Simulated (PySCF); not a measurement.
# C₃H₇BBrN: spin-spin couplings

Aim: predict the spin-spin couplings of C₃H₇BBrN (`[BH3-][N+]#CCCBr`).

Computed with PySCF 2.14.0, with density-fitted response routines of our own, on a single molecule in the gas phase. Atoms count from 0, in the outputs and in this text.

## Step 1: The molecule as given

13 atoms, charge 0, multiplicity 1; geometry from: GFN2-xTB.

Bonds of the start (Å): B0–N1 1.46, N1–C2 1.15, C2–C3 1.44, C3–C4 1.53, C4–Br5 1.95, B0–H6 1.19, B0–H7 1.19, B0–H8 1.19, C3–H9 1.10, C3–H10 1.10, C4–H11 1.09, C4–H12 1.09.

## Step 2: Spin-spin couplings: B3LYP/pcSseg-1+pcJ-1

The job: settings as JSON, then the geometry in Å.

```
{"job": {"kind": "j", "xc": "B3LYP", "basis": "pcJ-1"}, "charge": 0, "multiplicity": 1}
B      2.703503     0.544525     0.226270
N      1.349864     0.015809     0.117359
C      0.281584    -0.405213     0.028681
C     -1.075181    -0.874269    -0.073617
C     -2.045451     0.279518     0.178323
Br    -3.889553    -0.352751     0.045929
H      2.593816     1.718109     0.045622
H      3.333005     0.004710    -0.628574
H      3.074186     0.273408     1.325159
H     -1.238067    -1.292966    -1.072633
H     -1.238663    -1.671578     0.659450
H     -1.924628     0.692272     1.179248
H     -1.928803     1.068911    -0.563313
```

Method: B3LYP/pcJ-1 Br:pcSseg-1 indirect spin-spin coupling, non-relativistic, gas phase.

Launch:

```bash
OMP_NUM_THREADS=1 python probes_run.py task.json out
```

This one command runs all jobs of the session in turn.

What will the session give for the following? largest coupling of the table (B3LYP/pcSseg-1+pcJ-1). Wanted: largest coupling of the table.

**Answer**, as computed:

| quantity | value |
| --- | --- |
| largest coupling of the table (B3LYP/pcSseg-1+pcJ-1) | 1J(C,H) C4–H11, 164.3 Hz |

**Reading.** Of the pairs tabulated at B3LYP/pcSseg-1+pcJ-1, C4–H11 (mean over like pairs) couples most strongly (164.3 Hz; Fermi contact 163.2 Hz). Couplings across rotatable bonds belong to this one conformer; where others are populated, the observed values are averages, and the simulated multiplets take (2 J gauche + J anti)/3 across rotating chain bonds. Spin-orbit coupling is left out, which matters for shieldings and couplings at and beside the heavy atoms.
